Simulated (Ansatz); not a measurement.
# C₂H₈BN: basis-set convergence

How large a basis does C₂H₈BN need? Two functionals are run in growing sets.

The runs use Ansatz 0.2.0, Gaussian basis; one geometry, several basis sets.

Plan: PBE0-D4/def2-SVP; ωB97M-V/def2-SVP; PBE0-D4/def2-QZVPP; ωB97M-V/def2-QZVPP; the functionals' def2-TZVPP values are taken from earlier runs.

## (1) The geometry

All runs share one geometry, relaxed beforehand with PBE0-D4 in a triple-zeta def2 set.

12 atoms, charge 0, spin multiplicity 1.

Atoms are counted from 1 here; the program's logs count them from 0.

Bond lengths: B1–C2 1.547 Å, B1–H5 1.223 Å, B1–H6 1.218 Å, B1–H8 1.224 Å, C2–N3 1.298 Å, C2–H7 1.094 Å, N3–C4 1.445 Å, N3–H9 1.014 Å, C4–H10 1.089 Å, C4–H11 1.092 Å, C4–H12 1.092 Å. Angles: C2–B1–H5 105.7°, C2–B1–H6 111.1°, C2–B1–H8 105.3°, H5–B1–H6 114.2°, H5–B1–H8 105.6°, H6–B1–H8 114.1°, B1–C2–N3 124.8°, B1–C2–H7 122.3°, N3–C2–H7 112.9°, C2–N3–C4 127.6°, C2–N3–H9 115.0°, C4–N3–H9 117.4°, N3–C4–H10 109.0°, N3–C4–H11 110.4°, N3–C4–H12 110.4°, H10–C4–H11 109.1°, H10–C4–H12 109.1°, H11–C4–H12 108.8°.

## (2) PBE0-D4 in def2-SVP

Contents of in.yaml:

```yaml
crystal:
  periodic: [false, false, false]
  atoms:
    - {symbol: B, position_ang: [-1.427201, 1.341241, -0.043449]}
    - {symbol: C, position_ang: [-0.329973, 0.322647, -0.432725]}
    - {symbol: N, position_ang: [0.381116, -0.359722, 0.411679]}
    - {symbol: C, position_ang: [1.413787, -1.326735, 0.115866]}
    - {symbol: H, position_ang: [-1.117802, 2.387952, -0.595342]}
    - {symbol: H, position_ang: [-1.536458, 1.427707, 1.166804]}
    - {symbol: H, position_ang: [-0.077908, 0.104263, -1.474276]}
    - {symbol: H, position_ang: [-2.441129, 0.956424, -0.610238]}
    - {symbol: H, position_ang: [0.174351, -0.182462, 1.388277]}
    - {symbol: H, position_ang: [1.523855, -1.409364, -0.964348]}
    - {symbol: H, position_ang: [1.148605, -2.304639, 0.523131]}
    - {symbol: H, position_ang: [2.365857, -1.012412, 0.548519]}
basis:
  gaussian: {orbitals: def2-SVP}
hamiltonian: {xc: pbe0, dispersion: d4}
output: {orbitals: {seedname: orbitals}}
```

Started as:

```bash
ansatz run in.yaml --threads 2 --pin off --events-out ev --progress --plain --max-ram 4352MiB
```

After this run come: ωB97M-V in def2-SVP; PBE0-D4 in def2-QZVPP; ωB97M-V in def2-QZVPP.

Before running them: what should the planned runs give, taken together? Wanted: PBE0-D4: double and triple zeta above quadruple; ωB97M-V: double and triple zeta above quadruple.

**Answer**, as computed:

| quantity | value |
| --- | --- |
| PBE0-D4: double and triple zeta above quadruple | 5.09, 0.26 eV |
| ωB97M-V: double and triple zeta above quadruple | 5.41, 0.25 eV |

What this shows: For PBE0-D4 the step from double to triple zeta gains 4.84 eV and the next only 0.26 eV. Total energies overstate the basis error of differences, where much of it tends to cancel.
